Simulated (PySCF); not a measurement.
The system is F2SiClBr, in a box.

```
F Si Cl Br
1.0
    12.00000    0.00000    0.00000
     0.00000   12.00000    0.00000
     0.00000    0.00000   12.00000
F Si Cl Br
2 1 1 1
Direct
  0.60641 0.37906 0.50934
  0.44097 0.45195 0.61884
  0.49972 0.45466 0.50181
  0.39575 0.39141 0.38682
  0.54899 0.62444 0.46323
```

Program: PySCF 2.14.0. Alike in all runs: task atomic charges; potentials or basis pob-tzvp-rev2 (all-electron); no spin polarisation; cell as given; k mesh 1 × 1 × 1; smearing fixed.

Q: Order these runs on this cell by their band gap on the k mesh, lowest first.
A. level TASK
B. level OLYP+D4; three-body dispersion term yes
C. level M06-2X; exxdiv ewald
D. level TM

A: B (6.72 eV), D (6.98 eV), A (8.48 eV), C (11.29 eV).

Caveats: this is a molecule in a periodic box at the Γ point, so its band gap is the HOMO-LUMO gap; relativity is left out, which matters for the heavier elements; the basis of atomic orbitals isn't converged, which shifts pressures, moduli and gaps; this basis is made for solids and lacks diffuse functions, so gaps of a molecule come out too wide by an eV or more.

Runs at the PBE level aren't shown here.
